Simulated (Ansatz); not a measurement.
What does this script print? It uses Ansatz 0.2.0 through its Python package.

`eos_si2mo.py`
```python
"""Energy against volume for Si2Mo, with a fit."""

import ansatz as az
from ase.eos import EquationOfState
from ase.units import GPa
import numpy as np

vectors0 = np.array([
    [-1.6, 1.6, 3.9305],
    [1.6, -1.6, 3.9305],
    [1.6, 1.6, -3.9305],
])
sites = [
    ("Si", [0.333, 0.333, 0.0]),
    ("Si", [0.667, 0.667, 0.0]),
    ("Mo", [0.0, 0.0, 0.0]),
]


def build(cell):
    crystal = az.Crystal(lattice=az.Lattice.of(cell))
    for symbol, position in sites:
        crystal = crystal.atom(symbol, position)
    return crystal


def main() -> None:
    # uniform scaling of the cell
    volumes, energies, pressures = [], [], []
    for scale in np.linspace(0.88, 1.12, 7):
        cell = vectors0 * scale ** (1 / 3)
        setup = (
            build(cell).calculation()
            .functional("lda")
            .pseudopotentials("paw")
            .occupations(az.OccupationsMethod.COLD, width=0.15)  # fractional filling near the Fermi level
            .basis(500)  # a bare number is in eV
            .kpoints(13, 13, 13)
            .stress()  # GPa
        )
        summary = setup.run().report
        volumes.append(abs(np.linalg.det(cell)) / len(sites))
        energies.append(summary["free_energy_ev"] / len(sites))
        pressures.append(np.trace(summary["stress_gpa"]) / 3)
        print(f"V = {volumes[-1]:8.4f} A^3/atom  F = {energies[-1]:.5f} eV/atom  P = {pressures[-1]:8.3f} GPa")

    eos = EquationOfState(volumes, energies, eos="birchmurnaghan")
    v0, e0, bulk = eos.fit()
    print(f"V0 = {v0:.4f} A^3/atom, E0 = {e0:.5f} eV/atom, B = {bulk / GPa:.1f} GPa")


if __name__ == "__main__":
    main()
```

Output of `python eos_si2mo.py`:
```text
V =  11.8062 A^3/atom  F = -2020.53998 eV/atom  P =   28.290 GPa
V =  12.3428 A^3/atom  F = -2020.61028 eV/atom  P =   14.203 GPa
V =  12.8795 A^3/atom  F = -2020.63825 eV/atom  P =    2.912 GPa
V =  13.4161 A^3/atom  F = -2020.63229 eV/atom  P =   -6.134 GPa
V =  13.9528 A^3/atom  F = -2020.59918 eV/atom  P =  -13.367 GPa
V =  14.4894 A^3/atom  F = -2020.54439 eV/atom  P =  -19.126 GPa
V =  15.0260 A^3/atom  F = -2020.47239 eV/atom  P =  -23.684 GPa
V0 = 13.0389 A^3/atom, E0 = -2020.63965 eV/atom, B = 228.9 GPa
```

A third-order Birch-Murnaghan fit through the 7 points has its minimum at 13.04 Å³ an atom, 2.8 % below the typed cell, with a bulk modulus of 229 GPa. From that minimum the energy rises by 99.7 meV an atom on the compressed side and 167.3 meV on the expanded side.

What to keep in mind:
- Total energies depend on the potentials; only differences at equal settings carry meaning.
- Shape and fractional positions are held along the curve, so the bulk modulus is an upper value where they are free to relax, by a factor of two or more in layered or hydrogen-bonded cells.
- Pressure is positive in compression.
- At these settings the cell as given stands under about -6 GPa, so it isn't at this functional's equilibrium volume.
- The starting cell is as deposited in a crystallographic database; the results hold for this polymorph, which needn't be the stable one.
- Wall time of the script: 47 s on 1 thread of Arm Neoverse V2, on a shared host, peak memory 0.53 GiB.
